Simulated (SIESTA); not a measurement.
Crystal: SrLiAlO3.

```
Sr Al O Li
1.0
     2.61077   -2.62142    0.00000
     2.61077    2.62142    0.00000
    -1.91901    0.00000    4.83566
Sr Al O Li
1 1 3 1
Direct
  0.91697 0.91697 0.08117
  0.55317 0.55317 0.42817
  0.08313 0.59554 0.50646
  0.40544 0.40544 0.05717
  0.59554 0.08313 0.50646
  0.17908 0.17908 0.67056
```

The cell comes from a database or a generator and needn't be the stable form of this composition.

| Item | Value |
| --- | --- |
| Program | SIESTA 5.4.2 |
| Task | single point |
| Functional | PBE |
| Potentials or basis | PseudoDojo 0.4 standard (PBE files) |
| Basis | DZP (energy shift 0.003 Ry; two zetas on semicore shells; d shell added on Sr) |
| Grid cutoff | 800 Ry |
| Energy shift | 0.003 Ry |
| k mesh | 8 × 8 × 6 |
| Occupations | fermi-dirac, width 0.05 eV |
| Spin | no spin polarisation |

On this cell: pressure 4.3 GPa; largest force 0.257 eV/Å; band gap on the k mesh 3.01 eV, indirect (least direct gap 4.02 eV).

The same run follows on a disturbed copy (atoms moved at random, drawn with an rms of 0.05 Å):

```xyz
6
Lattice="2.6108 -2.6214 0.0000 2.6108 2.6214 0.0000 -1.9190 0.0000 4.8357" Properties=species:S:1:pos:R:3 pbc="T T T"
Sr    4.6503    0.0226    0.4251
Al    2.0722    0.0323    2.0834
O     0.8331    1.3294    2.4539
O     2.0089    0.0498    0.2631
O     0.7850   -1.3625    2.4633
Li   -0.3816   -0.1050    3.1765
```

Problem. What changes?

Solution. The energy moves by +18.3 meV/atom; pressure 4.7 GPa; largest force 0.960 eV/Å; band gap on the k mesh 3.15 eV, indirect (least direct gap 4.08 eV).

Forces on the atoms (eV/Å):
```
Sr  -0.042  0.018 -0.448
Al   0.064 -0.932 -0.224
O   -0.916  0.267 -0.004
O   -0.019 -0.308  0.172
O    0.844  0.330 -0.106
Li   0.068  0.623  0.609
```

Stress tensor (GPa, compression positive):
```
 4.16 -0.94 -3.81
-0.94  2.49  2.04
-3.81  2.04  7.51
```

Caveats: the basis of atomic orbitals isn't converged, which shifts pressures, moduli and gaps.

A k mesh can miss the band edges.
